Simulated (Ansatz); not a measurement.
# Ta3Ru under changes of volume

One of the cells (17.230 Å³/atom); the others are scaled copies at fixed shape and fractional positions:

```
Ta Ru
1.0
     1.66909   -2.34231    0.00000
     1.66909    2.34231    0.00000
     0.00000    0.00000    8.81420
Ta Ru
3 1
Direct
  0.50000 0.50000 0.23612
  0.00000 0.00000 0.50000
  0.50000 0.50000 0.76388
  0.00000 0.00000 0.00000
```

The cell comes from a database or a generator and needn't be the stable form of this composition.

* Program: Ansatz 0.2.0
* Functional: PBEsol
* Potentials or basis: all-electron LAPW, scalar-relativistic
* Cutoff: 294 eV (chosen from the basis error)
* Basis error allowed: 0.001 eV/atom
* k mesh: 10 × 10 × 3
* Occupations: fermi-dirac, width 0.05 eV
* Spin: no spin polarisation

```tsv
volume (Å³/atom)	energy over the lowest point (meV/atom)	pressure (GPa)	largest force (eV/Å)
16.196	6.47	5.7	0.074
16.540	0.00	0.5	0.006
16.885	4.15	-4.2	0.055
17.230	?	?	?
17.574	40.17	-12.2	0.156
17.919	70.19	-15.6	0.197
18.263	107.12	-18.6	0.234
```

Question: What does the run at 17.230 Å³/atom give?

Answer: Energy over the lowest point 17.87 meV/atom; pressure -8.4 GPa; largest force 0.108 eV/Å.

Worked out: A Birch-Murnaghan fit of order 3 (a polynomial in V^(-2/3)) to the other rows has its minimum at 16.57 Å³/atom with B0 = V·E''(V) = 235 GPa and B' = 4.1 at fixed shape and positions, which overstates the stiffness. It gives 17.89 meV/atom at 17.230 Å³/atom, against the run's 17.87, and -dE/dV = -8.4 GPa, against -8.4.

Energies are extrapolated to zero smearing.

The runs don't all hold the same shells in valence.
